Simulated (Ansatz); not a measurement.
## Pd3I under changes of volume

One of the cells (17.866 Å³/atom); the others are scaled copies at fixed shape and fractional positions:

```
I Pd
1.0
    -2.14695    2.14695    3.87591
     2.14695   -2.14695    3.87591
     2.14695    2.14695   -3.87591
I Pd
1 3
Direct
  0.00000 0.00000 0.00000
  0.50000 0.50000 0.00000
  0.25000 0.75000 0.50000
  0.75000 0.25000 0.50000
```

The cell comes from a database or a generator and needn't be the stable form of this composition.

```yaml
Program: Ansatz 0.2.0
Functional: PBE
Potentials_or_basis: Ansatz PAW
Cutoff: "420 eV (not typed: the program's choice for these potentials)"
k_mesh: 9 × 9 × 9
Occupations: fermi-dirac, width 0.05 eV
Spin: no spin polarisation
```

```csv
volume (Å³/atom),energy over the lowest point (meV/atom),pressure (GPa)
16.794,23.38,7.9
17.151,9.34,4.8
17.508,1.81,2.1
17.866,0.00,-0.3
18.223,3.18,-2.4
18.580,10.74,-4.2
18.938,?,?
```

**Question.** What does the run at 18.938 Å³/atom give?

**Answer.** Energy over the lowest point 22.10 meV/atom; pressure -5.8 GPa.

Worked out: A Birch-Murnaghan fit of order 3 (a polynomial in V^(-2/3)) to the other rows has its minimum at 17.81 Å³/atom with B0 = V·E''(V) = 114 GPa and B' = 5.6 at fixed shape and positions, which overstates the stiffness. It gives 22.15 meV/atom at 18.938 Å³/atom, against the run's 22.10, and -dE/dV = -5.9 GPa, against -5.8.

Energies are extrapolated to zero smearing.

Caveats: an odd number of electrons without spin polarisation forces a metal; a magnetic or distorted state may lie lower.
